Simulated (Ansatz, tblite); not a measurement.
# C22H26O4: rung by rung

An exercise on one series of results from a longer session: the logs are not shown, and one member is left open.

Computed with Ansatz 0.2.0, Gaussian basis. Level: as each input shows.

Levels to be run: GFN1-xTB, GFN2-xTB, PBE-D4/def2-TZVP, r2SCAN-D4/def2-TZVP, LDA/def2-TZVP, PBE-QIDH/def2-TZVP, BLYP-D4/def2-TZVP, PBE+5HF/def2-SVP, PBE+10HF/def2-SVP, PBE+15HF/def2-SVP, PBE+35HF/def2-SVP, PBE+50HF/def2-SVP, PBE-D4/def2-SVP, PBE0-D4/def2-SVP, HF/STO-3G, HF/6-31G, B3LYP-D4/6-31G, MP2/def2-SVP, RPA/def2-SVP.

**The relaxed structure**

The singlet was relaxed beforehand with r2SCAN-D4/def2-SVP.

SMILES `CCC(CC(C)c1ccc(OC(C)=O)cc1)c1ccc(OC(C)=O)cc1`, 52 atoms, charge 0, spin multiplicity 1.

Bond lengths: C1–C2 1.523 Å, C1–H27 1.102 Å, C1–H28 1.101 Å, C1–H29 1.103 Å, C2–C3 1.542 Å, C2–H30 1.106 Å, C2–H31 1.105 Å, C3–C4 1.540 Å, C3–C17 1.515 Å, C3–H32 1.108 Å, C4–C5 1.545 Å, C4–H33 1.104 Å, C4–H34 1.107 Å, C5–C6 1.535 Å, C5–C7 1.518 Å, C5–H35 1.107 Å, C6–H36 1.101 Å, C6–H37 1.099 Å and more. Angles: C2–C1–H27 111.5°, C2–C1–H28 111.2°, C2–C1–H29 111.1°, H27–C1–H28 107.8°, H27–C1–H29 107.4°, H28–C1–H29 107.6°, C1–C2–C3 113.9°, C1–C2–H30 109.9°, C1–C2–H31 109.8°, C3–C2–H30 108.9°, C3–C2–H31 108.1°, H30–C2–H31 105.8°, C2–C3–C4 110.1°, C2–C3–C17 111.2°, C2–C3–H32 107.2°, C4–C3–C17 113.8°, C4–C3–H32 107.2°, C17–C3–H32 107.1° and more.

PBE0-D4/def2-TZVP was run before; its log isn't repeated, and its numbers join the tables.

Set-up of the first run:

Tight binding, by tblite at 300 K electronic temperature and without a spin-polarisation term:

```python
tblite.interface.Calculator('GFN1-xTB', numbers, positions, charge=0, uhf=0).singlepoint()
```

Tight binding, by tblite at 300 K electronic temperature and without a spin-polarisation term:

```python
tblite.interface.Calculator('GFN2-xTB', numbers, positions, charge=0, uhf=0).singlepoint()
```

start.molden holds the orbitals of an earlier run on this state, given as this run's starting guess.

The input, in.yaml:

```yaml
crystal:
  periodic: [false, false, false]
  atoms:
    - {symbol: C, position_ang: [2.199422, -3.917297, 1.073198]}
    - {symbol: C, position_ang: [1.055452, -2.940550, 1.313324]}
    - {symbol: C, position_ang: [0.915612, -1.860767, 0.221926]}
    - {symbol: C, position_ang: [-0.326294, -0.992031, 0.492520]}
    - {symbol: C, position_ang: [-0.755619, -0.033847, -0.640769]}
    - {symbol: C, position_ang: [0.094015, 1.240384, -0.743077]}
    - {symbol: C, position_ang: [-2.225967, 0.311005, -0.489329]}
    - {symbol: C, position_ang: [-2.685254, 1.064412, 0.603953]}
    - {symbol: C, position_ang: [-4.040029, 1.359358, 0.757619]}
    - {symbol: C, position_ang: [-4.957337, 0.903866, -0.191402]}
    - {symbol: O, position_ang: [-6.279479, 1.289224, -0.011781]}
    - {symbol: C, position_ang: [-7.296515, 0.383649, -0.153591]}
    - {symbol: C, position_ang: [-8.612366, 1.071885, 0.066089]}
    - {symbol: O, position_ang: [-7.134783, -0.777750, -0.416780]}
    - {symbol: C, position_ang: [-4.531986, 0.160453, -1.293527]}
    - {symbol: C, position_ang: [-3.171807, -0.129292, -1.426725]}
    - {symbol: C, position_ang: [2.195909, -1.065165, 0.071418]}
    - {symbol: C, position_ang: [2.948123, -1.118690, -1.110290]}
    - {symbol: C, position_ang: [4.120619, -0.373447, -1.257654]}
    - {symbol: C, position_ang: [4.557951, 0.430509, -0.205849]}
    - {symbol: O, position_ang: [5.758867, 1.102404, -0.385850]}
    - {symbol: C, position_ang: [5.852633, 2.436656, -0.086918]}
    - {symbol: C, position_ang: [7.254755, 2.908707, -0.339266]}
    - {symbol: O, position_ang: [4.936440, 3.101173, 0.316365]}
    - {symbol: C, position_ang: [3.842291, 0.488175, 0.993829]}
    - {symbol: C, position_ang: [2.672216, -0.259643, 1.119723]}
    - {symbol: H, position_ang: [3.174477, -3.404752, 1.070790]}
    - {symbol: H, position_ang: [2.229508, -4.694706, 1.852370]}
    - {symbol: H, position_ang: [2.090715, -4.424705, 0.099742]}
    - {symbol: H, position_ang: [1.182829, -2.444499, 2.293646]}
    - {symbol: H, position_ang: [0.099693, -3.490844, 1.377037]}
    - {symbol: H, position_ang: [0.744418, -2.386054, -0.737984]}
    - {symbol: H, position_ang: [-1.165902, -1.680968, 0.690948]}
    - {symbol: H, position_ang: [-0.183870, -0.417449, 1.427558]}
    - {symbol: H, position_ang: [-0.655695, -0.589244, -1.592707]}
    - {symbol: H, position_ang: [-0.308414, 1.907110, -1.521945]}
    - {symbol: H, position_ang: [1.142262, 1.020574, -0.987727]}
    - {symbol: H, position_ang: [0.089513, 1.796820, 0.208756]}
    - {symbol: H, position_ang: [-1.975228, 1.428862, 1.352975]}
    - {symbol: H, position_ang: [-4.402847, 1.946643, 1.605005]}
    - {symbol: H, position_ang: [-8.758956, 1.835587, -0.712991]}
    - {symbol: H, position_ang: [-8.612023, 1.595806, 1.033172]}
    - {symbol: H, position_ang: [-9.423673, 0.335961, 0.028084]}
    - {symbol: H, position_ang: [-5.252061, -0.193918, -2.031959]}
    - {symbol: H, position_ang: [-2.836373, -0.716132, -2.288409]}
    - {symbol: H, position_ang: [2.602918, -1.747315, -1.937764]}
    - {symbol: H, position_ang: [4.706884, -0.407450, -2.179336]}
    - {symbol: H, position_ang: [7.564789, 2.651243, -1.362492]}
    - {symbol: H, position_ang: [7.943092, 2.389636, 0.345205]}
    - {symbol: H, position_ang: [7.313289, 3.991501, -0.180038]}
    - {symbol: H, position_ang: [4.192551, 1.118214, 1.812654]}
    - {symbol: H, position_ang: [2.111263, -0.203321, 2.058243]}
basis:
  gaussian: {orbitals: def2-TZVP, fitting: {mean_field: def2-universal-jkfit}, initial_orbitals: start.molden}
hamiltonian: {xc: pbe, dispersion: d4}
scf: {omitted_lower_state_checks: [starts]}
output: {forces: true, orbitals: {seedname: orbitals}}
```

Launch:

```sh
> ansatz run in.yaml --threads 2 --pin off --events-out ev --progress --plain --max-ram 32768MiB --backend cuda --devices 0, --max-vram 18GiB
```

Steps of the session up to this table: PBE-D4/def2-TZVP; r2SCAN-D4/def2-TZVP; LDA/def2-TZVP; PBE-QIDH/def2-TZVP; BLYP-D4/def2-TZVP; PBE+5HF/def2-SVP; PBE+10HF/def2-SVP; PBE+15HF/def2-SVP; PBE+35HF/def2-SVP; PBE+50HF/def2-SVP; PBE-D4/def2-SVP; PBE0-D4/def2-SVP; HF/STO-3G; HF/6-31G; B3LYP-D4/6-31G; MP2/def2-SVP; RPA/def2-SVP.

One table of the session follows, with a row left open; its other results are not shown here.

It belongs to the step «Binding energy». 

```
              level  binding an atom (eV)
          HF/STO-3G                 4.050
           HF/6-31G                 3.272
        HF/def2-SVP                 3.567
      LDA/def2-TZVP                 5.537
    PBE-D4/def2-SVP                 5.015
   PBE-D4/def2-TZVP                 4.943
  BLYP-D4/def2-TZVP                     ?
r2SCAN-D4/def2-TZVP                 4.805
     B3LYP-D4/6-31G                 4.660
   PBE0-D4/def2-SVP                 4.913
  PBE0-D4/def2-TZVP                 4.840
       MP2/def2-SVP                 4.705
```

Q: Estimate the row for BLYP-D4/def2-TZVP from the others.

The run gave: binding an atom (eV): 4.782. In the column «binding an atom (eV)» it lies between MP2/def2-SVP (4.705) and r2SCAN-D4/def2-TZVP (4.805).

To keep in mind: Free atoms were run apart at each level; binding is atoms less cluster, divided by the number of atoms, without zero-point or spin-orbit terms.
